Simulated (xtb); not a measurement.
**Ge3Si3H14 (SMILES [GeH3][SiH2][SiH2][SiH2][GeH2][GeH3]): GFN2-xTB**

Aim: a structure relaxation of Ge3Si3H14. 

Program for the calculation: xtb 6.7.1.

4 further runs of the same task are left out: 4 set aside as unsound or not needed.

### Step 1. The system as given

The species is Ge3Si3H14 (20 atoms), meant as a singlet with charge 0. As SMILES, `[GeH3][SiH2][SiH2][SiH2][GeH2][GeH3]`. The coordinates come from a PBE0-D4/def2-TZVP relaxation. This is one conformer, not always the lowest. The run starts from this shape.

Some bond lengths: Ge1–Si2 2.381 Å, Si2–Si3 2.336 Å, Si3–Si4 2.337 Å, Si4–Ge5 2.384 Å, Ge5–Ge6 2.425 Å, Ge1–H7 1.539 Å, Ge1–H8 1.538 Å, Ge1–H9 1.538 Å, Si2–H10 1.489 Å, Si2–H11 1.489 Å, Si3–H12 1.490 Å, Si3–H13 1.490 Å, Si4–H14 1.490 Å, Si4–H15 1.489 Å, Ge5–H16 1.541 Å, Ge5–H17 1.542 Å. Some angles: Ge1–Si2–Si3 109.4°, Si2–Si3–Si4 109.1°, Si3–Si4–Ge5 110.3°, Si4–Ge5–Ge6 113.1°, Ge1–Si2–H10 109.5°, Ge1–Si2–H11 109.6°, Si3–Si2–H10 111.3°, Si3–Si2–H11 108.9°, Si2–Ge1–H7 109.8°, Si2–Ge1–H8 111.6°.

### Step 2. A geometry optimisation at GFN2-xTB

coord reads:

```
$coord
     -0.089384045695     -4.967145118579     -1.228133008394  ge
      2.878430833030     -1.798263380194     -2.407133137548  si
      0.741339558691      1.603054671520     -4.237143916636  si
     -2.369716560281      3.027530224263     -1.443939731827  si
     -0.589027633046      3.780208139701      2.625585477555  ge
     -0.356213374492      0.004724315312      5.213754377842  ge
     -1.240038282979     -6.174113194377     -3.609943815873  h
      1.153677799084     -7.056048376740      0.364150224215  h
     -2.254065321454     -3.796837729598      0.320119605512  h
      4.765511341081     -2.893926587252     -4.184798502984  h
      4.245458711584     -0.890816895149     -0.120942471976  h
      2.528831499974      3.711989026602     -4.772314355130  h
     -0.425188378041      0.788393739194     -6.667520685517  h
     -3.537756277912      5.398569592831     -2.414125124209  h
     -4.394936048042      1.087537384722     -1.209991637598  h
      2.081533326275      4.905351074304      2.334756626975  h
     -2.205499360051      5.738153377426      4.053840482547  h
      0.520430574722      0.695797159087      7.898299310486  h
     -2.972350221424     -1.247408214865      5.380995139872  h
      1.518961858974     -1.916938180820      4.104296170075  h
$end
```

Launch:

```sh
$ xtb coord --chrg 0 --gfn 2 -o vtight > coord.out
```

**Question.** What will come out? Wanted: total energy at the end; dipole moment; HOMO energy; LUMO energy; HOMO–LUMO gap; dispersion energy; mean polarisability.

**Answer.** As computed:

At GFN2-xTB:

| quantity | value |
| --- | --- |
| total energy at the end | -18.08053 Eh |
| dipole moment | 2.59 D |
| HOMO energy | -9.96 eV |
| LUMO energy | -6.27 eV |
| HOMO–LUMO gap | 3.69 eV |
| dispersion energy | -53.93 kJ/mol |
| mean polarisability (D4 model) | 177.2 bohr³ |

What this shows: At the final geometry: Some bond lengths: Ge1–Si2 2.340 Å, Si2–Si3 2.333 Å, Si3–Si4 2.332 Å, Si4–Ge5 2.359 Å, Ge5–Ge6 2.382 Å, Ge1–H7 1.504 Å, Ge1–H8 1.501 Å, Ge1–H9 1.506 Å, Si2–H10 1.468 Å, Si2–H11 1.470 Å, Si3–H12 1.472 Å, Si3–H13 1.472 Å, Si4–H14 1.468 Å, Si4–H15 1.470 Å, Ge5–H16 1.521 Å, Ge5–H17 1.518 Å. Some angles: Ge1–Si2–Si3 110.3°, Si2–Si3–Si4 111.8°, Si3–Si4–Ge5 109.8°, Si4–Ge5–Ge6 121.6°, Ge1–Si2–H10 108.1°, Ge1–Si2–H11 107.8°, Si3–Si2–H10 114.7°, Si3–Si2–H11 110.4°, Si2–Ge1–H7 114.8°, Si2–Ge1–H8 118.0°. The optimisation took 37 steps and changed the energy by -0.287 eV. Mulliken charges run from -0.12 on H11 to +0.35 on Si2.
